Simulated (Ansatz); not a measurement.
# C2H3Cl2Si (SMILES [H]/[C]=C/[SiH](Cl)Cl): UMP2/def2-SVP

What is the electronic atomisation energy of C2H3Cl2Si at UMP2/def2-SVP? 

The results are computed with Ansatz 0.2.0.

61 further runs of the same task are left out: 61 set aside as unsound or not needed.

## Step 1: The system as given

The species is C2H3Cl2Si (8 atoms), meant as a doublet with charge 0. SMILES: `[H]/[C]=C/[SiH](Cl)Cl`. The shape is that of a PBE0-D4/def2-TZVP optimisation. This is one conformer, not always the lowest.

Bond lengths: C1–C2 1.302 Å, C2–Si3 1.849 Å, Si3–Cl4 2.046 Å, Si3–Cl5 2.046 Å, C1–H6 1.081 Å, C2–H7 1.096 Å, Si3–H8 1.473 Å. Angles: C1–C2–Si3 119.3°, C2–Si3–Cl4 109.6°, C2–Si3–Cl5 109.6°, Cl4–Si3–Cl5 108.1°, C1–C2–H7 121.6°, Si3–C2–H7 119.1°, C2–C1–H6 140.4°, C2–Si3–H8 111.7°, Cl4–Si3–H8 108.9°, Cl5–Si3–H8 108.9°.

## Step 2: A single-point energy at UMP2/def2-SVP

Contents of molecule.yaml:

```yaml
basis:
  gaussian:
    orbitals: def2-SVP
crystal:
  periodic: [false, false, false]
  atoms:
    - {symbol: C, position_ang: [-0.467200, 1.549800, 0.659300]}
    - {symbol: C, position_ang: [-0.193600, 0.279100, 0.737900]}
    - {symbol: Si, position_ang: [0.301600, -0.635800, -0.791100]}
    - {symbol: Cl, position_ang: [-1.013100, -2.166600, -1.130900]}
    - {symbol: Cl, position_ang: [2.164100, -1.443500, -0.534600]}
    - {symbol: H, position_ang: [-0.772500, 2.376400, 1.285600]}
    - {symbol: H, position_ang: [-0.249600, -0.262100, 1.689000]}
    - {symbol: H, position_ang: [0.322500, 0.245600, -1.971100]}
magnetization:
  spin_polarized: true
  initial_magnetization: 1
correlation:
  method: mp2
  frozen_orbitals: {C: 1, Cl: 5, H: 0, Si: 5}
accuracy: high
```

Started as:

```sh
$ ansatz run molecule.yaml --threads 1 --pin off --max-ram 3480MiB --events-out events.jsonl --progress --plain --runs-dir runs
```

The log of the run:

```text
Warning: RAYON_NUM_THREADS=1 ignored (pool sized by the plan → 1); use --threads N
Functional definition: HF
  name "HF"
  exchange = exact_x
  correlation = 0
2058 factors; integrals over basis functions are off by at most 5.3e-9 eV
mean field evaluation 1: about -34964.1945 eV, gradient 1.8e1 eV
mean field evaluation 2: about -34964.2074 eV, gradient 1.8e1 eV
mean field evaluation 4: about -34966.5965 eV, gradient 2.5e0 eV
mean field evaluation 8: about -34966.7491 eV, gradient 5.5e-1 eV
mean field evaluation 16: about -34966.7987 eV, gradient 2.1e-8 eV
mean field -34966.79873636 eV, -1285.0061522138 hartree, gradient 2.2e-8 eV, S^2 0.928654; 0 other end points of the search recorded, 0 dependent functions left out
17 core orbitals not correlated: weight in the atoms' cores, before any rotation towards them, 1.000 or more for the frozen orbitals, at most 0.000 for the correlated occupied ones
reference -34966.79873636 eV, -1285.0061522138 hartree; 15, 14 occupied and 65, 66 virtual orbitals, 2058 factors
second order -15.68890528 eV of doubles, -0.00000000 eV of singles
Total energy: -34982.48764164 eV, -1285.5827088484 hartree
```

Run time: 6.3 s. Hardware: 1 thread of Arm Neoverse V1, shared host; peak memory 0.42 GiB.

## Step 3: The C atom at the same level

Contents of in.yaml:

```yaml
crystal:
  periodic: [false, false, false]
  atoms:
    - {symbol: C, position_ang: [0.000000, 0.000000, 0.000000]}
basis:
  gaussian: {orbitals: def2-SVP}
magnetization: {spin_polarized: true, initial_magnetization: 2}
correlation: {method: mp2, frozen_orbitals: {C: 1}}
accuracy: high
```

Run the same way, it converges to -37.69532 Eh (log not shown).

## Step 4: The Cl atom, same level

Contents of molecule.yaml:

```yaml
crystal:
  periodic: [false, false, false]
  atoms:
    - {symbol: Cl, position_ang: [0.000000, 0.000000, 0.000000]}
basis:
  gaussian: {orbitals: def2-SVP}
magnetization: {spin_polarized: true, initial_magnetization: 1}
correlation: {method: mp2, frozen_orbitals: {Cl: 5}}
accuracy: high
```

Run the same way, it converges to -459.42824 Eh (log not shown).

## Step 5: The H atom: a single-point energy at UHF/def2-SVP

Contents of input.yaml:

```yaml
basis:
  gaussian:
    orbitals: def2-SVP
crystal:
  periodic: [false, false, false]
  atoms:
    - {symbol: H, position_ang: [0.000000, 0.000000, 0.000000]}
magnetization:
  spin_polarized: true
  initial_magnetization: 1
hamiltonian:
  xc: hf
accuracy: high
```

Run the same way, it converges to -0.49928 Eh (log not shown).

## Step 6: The Si atom, same level

Contents of input.yaml:

```yaml
crystal:
  periodic: [false, false, false]
  atoms:
    - {symbol: Si, position_ang: [0.000000, 0.000000, 0.000000]}
basis:
  gaussian: {orbitals: def2-SVP}
total_charge: 0
correlation: {method: mp2, frozen_orbitals: {Si: 5}}
accuracy: high
magnetization: {spin_polarized: true, initial_magnetization: 2}
```

Run the same way, it converges to -288.79662 Eh (log not shown).

## Step 7: Summary of results

Level: UMP2/def2-SVP, 17 core orbitals frozen.

```
                                              quantity           value
                                molecule: total energy  -1285.58271 Eh
molecule: correlation energy (17 core orbitals frozen)      -576.6 mEh
           molecule: ⟨S²⟩ of the reference determinant           0.929
                                  C atom: total energy    -37.69532 Eh
    C atom: correlation energy (1 core orbital frozen)       -50.1 mEh
             C atom: ⟨S²⟩ of the reference determinant           2.007
                                 Cl atom: total energy   -459.42824 Eh
  Cl atom: correlation energy (5 core orbitals frozen)      -108.9 mEh
            Cl atom: ⟨S²⟩ of the reference determinant           0.755
                                  H atom: total energy     -0.49928 Eh
                                          H atom: ⟨S²⟩           0.750
                                 Si atom: total energy   -288.79662 Eh
  Si atom: correlation energy (5 core orbitals frozen)       -43.5 mEh
            Si atom: ⟨S²⟩ of the reference determinant           2.009
                         electronic atomisation energy       28.331 eV
```

What this shows: Taking the molecule apart into free atoms costs 28.33 eV (653 kcal/mol), before zero-point energy and without spin-orbit coupling. ⟨S²⟩ (molecule) is 0.93 where a pure doublet has 0.75: the reference is spin-contaminated.
